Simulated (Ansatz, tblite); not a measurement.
**The cluster Mg3N2+: one state, many levels**

Aim: run the doublet of the cluster Mg3N2+ at one geometry on many levels, and compare frontier levels, spin and run time.

Method: as each input shows; program: Ansatz 0.2.0, Gaussian basis.

Plan: GFN1-xTB, GFN2-xTB, PBE-D4/def2-TZVP, r2SCAN-D4/def2-TZVP, HF/def2-TZVP, revPBE-D4/def2-TZVP, LC-ωPBE/def2-TZVP, HSE06-D4/def2-TZVP, ωB97M-V/def2-TZVP, PBE+5HF/def2-TZVP, PBE+10HF/def2-TZVP, PBE+15HF/def2-TZVP, PBE+35HF/def2-TZVP, PBE+50HF/def2-TZVP, PBE-D4/def2-SVP, PBE0-D4/def2-SVP, HF/STO-3G, HF/6-31G, B3LYP-D4/6-31G, CCSD(T)/def2-SVP, MP2/def2-TZVP, RPA/def2-TZVP.

**1. The structure**

The geometry is that of the doublet, from an earlier relaxation (PBE-D4/def2-SVP). At that level it is the lowest of the isomers that a small search found.

5 atoms, charge 1, spin multiplicity 2.

Bond lengths: Mg1–Mg3 2.937 Å, Mg1–N4 2.402 Å, Mg2–N4 2.256 Å, Mg2–N5 2.255 Å, Mg3–N5 2.402 Å, N4–N5 1.210 Å. Angles: Mg3–Mg1–N4 68.9°, N4–Mg2–N5 31.1°, Mg1–Mg3–N5 68.9°, Mg1–N4–Mg2 174.6°, Mg1–N4–N5 111.1°, Mg2–N4–N5 74.4°, Mg2–N5–Mg3 174.4°, Mg2–N5–N4 74.5°, Mg3–N5–N4 111.1°.

The ion is computed in the gas phase, without counter-ions or solvent.

PBE0-D4/def2-TZVP was run before; its log isn't repeated, and its numbers join the tables.

**2. GFN1-xTB**

Tight binding, by tblite at 300 K electronic temperature and without a spin-polarisation term:

```python
tblite.interface.Calculator('GFN1-xTB', numbers, positions, charge=1, uhf=1).singlepoint()
```

Energy -220.5927 eV; 0.003 s.

**3. GFN2-xTB**

Tight binding, by tblite at 300 K electronic temperature and without a spin-polarisation term:

```python
tblite.interface.Calculator('GFN2-xTB', numbers, positions, charge=1, uhf=1).singlepoint()
```

Energy -190.6187 eV; 0.011 s.

**4. PBE-D4/def2-TZVP**

start.molden holds the orbitals of an earlier run on this state, given as this run's starting guess.

in.yaml

```yaml
crystal:
  periodic: [false, false, false]
  atoms:
    - {symbol: Mg, position_ang: [1.383641, -1.838723, 0.167420]}
    - {symbol: Mg, position_ang: [-2.555433, 0.610128, -0.200738]}
    - {symbol: Mg, position_ang: [2.068445, 1.017029, 0.103419]}
    - {symbol: N, position_ang: [-0.589313, -0.482391, -0.021636]}
    - {symbol: N, position_ang: [-0.307340, 0.693966, -0.048465]}
basis:
  gaussian: {orbitals: def2-TZVP, initial_orbitals: start.molden}
total_charge: 1
magnetization: {spin_polarized: true, initial_magnetization: 1}
hamiltonian: {xc: pbe, dispersion: d4}
scf: {omitted_lower_state_checks: [starts]}
output: {orbitals: {seedname: orbitals}}
```

On the command line:

```sh
> ansatz run in.yaml --threads 4 --pin off --events-out ev --progress --plain --max-ram 3916MiB
```

After this run come: r2SCAN-D4/def2-TZVP; HF/def2-TZVP; revPBE-D4/def2-TZVP; LC-ωPBE/def2-TZVP; HSE06-D4/def2-TZVP; ωB97M-V/def2-TZVP; PBE+5HF/def2-TZVP; PBE+10HF/def2-TZVP; PBE+15HF/def2-TZVP; PBE+35HF/def2-TZVP; PBE+50HF/def2-TZVP; PBE-D4/def2-SVP; PBE0-D4/def2-SVP; HF/STO-3G; HF/6-31G; B3LYP-D4/6-31G; CCSD(T)/def2-SVP; MP2/def2-TZVP; RPA/def2-TZVP.

**Question.** What will the summary of the whole plan be? Wanted: gap in def2-TZVP, named functionals and Hartree-Fock, smallest and largest; gap over the share of exact exchange; correlation energy, CCSD(T)/def2-SVP; correlation energy, MP2/def2-TZVP; ⟨S²⟩ in def2-TZVP, named functionals and Hartree-Fock, smallest and largest; PBE0 total energy, smallest basis above largest.

As calculated:

| quantity | value |
| --- | --- |
| gap in def2-TZVP, named functionals and Hartree-Fock, smallest and largest | 1.14 eV (revPBE-D4), 6.83 eV (HF) |
| gap over the share of exact exchange | 1.26 eV at 0, 1.87 eV at 0.1 |
| correlation energy, CCSD(T)/def2-SVP | -11.30 eV |
| correlation energy, MP2/def2-TZVP | -24.84 eV |
| ⟨S²⟩ in def2-TZVP, named functionals and Hartree-Fock, smallest and largest | 0.762, 1.911 |
| PBE0 total energy, smallest basis above largest | 9.17 eV (def2-SVP, def2-TZVP) |

Over the named functionals and Hartree-Fock in def2-TZVP the gap runs from 1.14 eV (revPBE-D4) to 6.83 eV (HF); exact exchange widens it. Raising the share of exact exchange from 0 to 0.1 moves the HOMO by -0.22 eV and the LUMO by +0.38 eV. Over the named functionals and Hartree-Fock in def2-TZVP spin contamination reaches 1.16 (HF), so some levels may describe another state. Notes on CCSD(T)/def2-SVP: spin contamination, state flagged by the program.
